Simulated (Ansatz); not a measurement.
# Al5InAs6: the cost of one run

Method: DFT PBE, scalar-relativistic, plane waves, PAW, in Ansatz 0.2.0.

1 further run of the same task is left out (it didn't finish). Runs told in other sessions of the task aren't counted.

## (1) The starting structure

The structure is trigonal, space group P31m (No. 157). The conventional cell has a = 7.087 Å, b = 7.087 Å, c = 6.725 Å, α = 90.00°, β = 90.00°, γ = 120.00°. Al (site symmetry m) has 4 As at 2.49 to 2.50 Å in its first shell of neighbours. Al (site symmetry 3) is surrounded by 4 As at 2.46 to 2.49 Å. In (site symmetry 3m) has 4 As at 2.65 to 2.67 Å in its first shell of neighbours. Around As (site symmetry m) lie 3 Al at 2.46 to 2.49 Å and 1 In at 2.65 Å. As (site symmetry 3) is surrounded by 4 Al at 2.49 to 2.50 Å. Around As (site symmetry 3m) lie 3 Al at 2.49 Å and 1 In at 2.67 Å.

Coordinates:

```
CELL_PARAMETERS angstrom
7.08651 0.00000 0.00000
-3.54326 6.13710 0.00000
0.00000 0.00000 6.72473
ATOMIC_POSITIONS crystal
Al 0.33832 0.33832 0.00030
Al 0.00000 0.66168 0.00030
Al 0.66168 0.00000 0.00030
Al 0.66667 0.33333 0.50089
Al 0.33333 0.66667 0.50089
In 0.00000 0.00000 0.50182
As 0.35279 0.35279 0.36976
As 0.00000 0.64721 0.36976
As 0.64721 0.00000 0.36976
As 0.66667 0.33333 0.87184
As 0.33333 0.66667 0.87184
As 0.00000 0.00000 0.89855
```

The start is the relaxed end of an invented cell (made as: elements ordered on the sites of the AlAs type, Al/In on Al (P31m, No. 157)), taken up again for a closer look.

## (2) The guess as it stands, on a coarse mesh

input.yaml

```yaml
crystal:
  lattice:
    - [7.0865127, 0.0, 0.0]
    - [-3.5432563, 6.1371, 0.0]
    - [0.0, 0.0, 6.7247279]
  atoms:
    - { symbol: Al, position: [0.338325, 0.338325, 0.000295] }
    - { symbol: Al, position: [0.0, 0.661675, 0.000295] }
    - { symbol: Al, position: [0.661675, 0.0, 0.000295] }
    - { symbol: Al, position: [0.6666667, 0.3333333, 0.500887] }
    - { symbol: Al, position: [0.3333333, 0.6666667, 0.500887] }
    - { symbol: In, position: [0.0, 0.0, 0.501817] }
    - { symbol: As, position: [0.352793, 0.352793, 0.369759] }
    - { symbol: As, position: [0.0, 0.647207, 0.369759] }
    - { symbol: As, position: [0.647207, 0.0, 0.369759] }
    - { symbol: As, position: [0.6666667, 0.3333333, 0.871845] }
    - { symbol: As, position: [0.3333333, 0.6666667, 0.871845] }
    - { symbol: As, position: [0.0, 0.0, 0.898555] }
basis:
  ecutwfc: 420
kpoints:
  mp_grid: { grid: [3, 3, 4] }
hamiltonian:
  xc: pbe
scf:
  occupations: { method: gaussian, width: 0.1 }
  lower_state_search: "off"
output:
  forces: true
  stress: true
  eigenvalues: true
```

Started as:

```
$ ansatz run input.yaml --threads 4 --pin off --max-ram 8192MiB --backend cpu --events-out ev --progress --plain --runs-dir out
```

Q: Estimate wall time and peak memory on 4 threads of Arm Neoverse V2, shared host.

About 4.3 s, with a peak of 0.76 GiB.
